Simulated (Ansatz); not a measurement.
## LiB11, space group R3m: a single point from a YAML input, step by step

Program: Ansatz's Python interface.

Input file `lib11.yaml`:
```yaml
crystal:
  lattice:
    - [2.412449, 1.392828, 4.337567]
    - [-2.412449, 1.392828, 4.337567]
    - [0.0, -2.785656, 4.337567]
  atoms:
    - { symbol: Li, position: [0.53663, 0.53663, 0.53663] }
    - { symbol: B, position: [0.625056, 0.625056, 0.98411] }
    - { symbol: B, position: [0.625056, 0.98411, 0.625056] }
    - { symbol: B, position: [0.98411, 0.625056, 0.625056] }
    - { symbol: B, position: [0.986069, 0.58982, 0.986069] }
    - { symbol: B, position: [0.58982, 0.986069, 0.986069] }
    - { symbol: B, position: [0.986069, 0.986069, 0.58982] }
    - { symbol: B, position: [0.968004, 0.968004, 0.968004] }
    - { symbol: B, position: [0.222041, 0.222041, 0.222041] }
    - { symbol: B, position: [0.205328, 0.586259, 0.205328] }
    - { symbol: B, position: [0.586259, 0.205328, 0.205328] }
    - { symbol: B, position: [0.205328, 0.205328, 0.586259] }
kpoints:
  mp_grid: { grid: [6, 6, 6] }
hamiltonian:
  xc: lda
scf:
  occupations: { method: gaussian, width: 0.1 }
basis:
  ecutwfc: "19 Ha"
output:
  forces: true
  stress: true
  eigenvalues: true
```

At the Python prompt:
```pycon
>>> import ansatz as az
>>> import numpy as np
>>> import yaml
>>> with open("lib11.yaml") as handle:
...     tree = yaml.safe_load(handle)
...
>>> print("sections:", list(tree))
sections: ['crystal', 'kpoints', 'hamiltonian', 'scf', 'basis', 'output']
>>> done = az.Session.from_dict(tree).plan().execute()

>>> report = done.report
>>> report["free_energy_ev"]
-1847.6205979475426
>>> n_atoms = len(report["lattice"]["sites"])
>>> print("F =", round(report["free_energy_ev"], 4), "eV for", n_atoms, "atoms")
F = -1847.6206 eV for 12 atoms
>>> print("E(sigma -> 0) =", round(report["energy_sigma0_ev"], 4), "eV, TS =", round(report["entropy_ts_ev"], 5), "eV")
E(sigma -> 0) = -1847.6198 eV, TS = 0.00164 eV
>>> print("closed by", report["closed_by"], "after", report["n_iterations"], "iterations")
closed by deck_thresholds after 7 iterations
>>> fermi = report["fermi_energy_ev"]
>>> print("levels less the Fermi level (eV) at the first k-points")
levels less the Fermi level (eV) at the first k-points
>>> for k, levels in list(zip(report["kpoints_frac"], report["eigenvalues_ev"]))[:3]:
...     print("k = ({:.3f}, {:.3f}, {:.3f})".format(*k))
...     print("   ", " ".join(f"{e - fermi:.3f}" for e in levels))
...
k = (0.000, 0.000, 0.000)
    -46.037 -16.427 -13.408 -10.816 -9.187 -9.187 -8.450 -7.504 -7.504 -7.098 -6.649 -6.649 -6.498 -6.022 -6.022 -1.047 0.555 0.555 1.763 1.763 2.737 3.117 5.481 6.144 6.144 7.756 7.769 7.769
k = (0.000, 0.000, 0.167)
    -46.037 -16.277 -13.619 -10.896 -9.641 -9.347 -8.555 -7.964 -7.849 -7.193 -6.511 -6.347 -5.586 -5.127 -4.954 -1.478 -0.208 0.150 1.767 1.836 2.850 3.354 4.868 5.779 6.179 6.646 6.952 7.345
k = (0.000, 0.000, 0.333)
    -46.037 -15.853 -14.204 -11.063 -9.876 -9.536 -9.013 -8.842 -8.495 -6.315 -5.451 -5.381 -4.301 -4.003 -3.669 -2.884 -1.200 -0.971 1.886 2.229 3.015 3.873 4.214 4.785 4.997 5.809 5.855 6.999
>>> # pressure is a third of the trace
>>> print("pressure by term (GPa)")
pressure by term (GPa)
>>> for term, tensor in report["stress_terms_gpa"].items():
...     if np.any(tensor):
...         print(f"  {term:28s} {np.trace(np.array(tensor)) / 3:12.3f}")
...
  kinetic                           696.871
  hartree                            64.813
  ewald                            -642.970
  local_pseudopotential            -103.210
  nonlocal_pseudopotential          138.096
  augmentation                       39.060
  nlcc                              -70.578
  xc                               -130.349
  augmentation_tail                  -0.000
  scf_correction                     -0.001
  pulay_correction                    0.004
>>> print(f"  {'total':28s} {np.trace(np.array(report['stress_gpa'])) / 3:12.3f}")
  total                              -8.264
>>> edges = report.get("band_edges_ev")
>>> if edges:
...     print(f"band edges on the mesh: {edges[0]:.3f} and {edges[1]:.3f} eV, gap {edges[1] - edges[0]:.3f} eV")
... else:
...     print("no band edges reported (a metal, or a gap too narrow for this smearing); Fermi level", round(report["fermi_energy_ev"], 3), "eV")
...
no band edges reported (a metal, or a gap too narrow for this smearing); Fermi level 9.568 eV
```

Absolute energies stand on the zero of these potentials, so only differences at equal settings mean something. A total without «per atom» is that of the cell as typed. The computed bands are complete only to about 6.0 eV above the Fermi level. The mesh is modest for a metal, so energies can be off by several to tens of meV an atom and pressures by half a GPa or more; differences at equal mesh fare better. Only differences from the Fermi energy are physical; the zero of the scale is a convention. Pressure is positive in compression. At these settings the cell as given stands under about -8 GPa, so it isn't at this functional's equilibrium volume. The structure comes from a database of computed cells and needn't be a stable or known phase. Levels are Kohn-Sham eigenvalues on this mesh. Wall time of the script: 9.5 s on 1 thread of Arm Neoverse V2 (shared host), peak memory 0.4 GiB.

(Lines on the test bed's own set-up are left out of the output.)
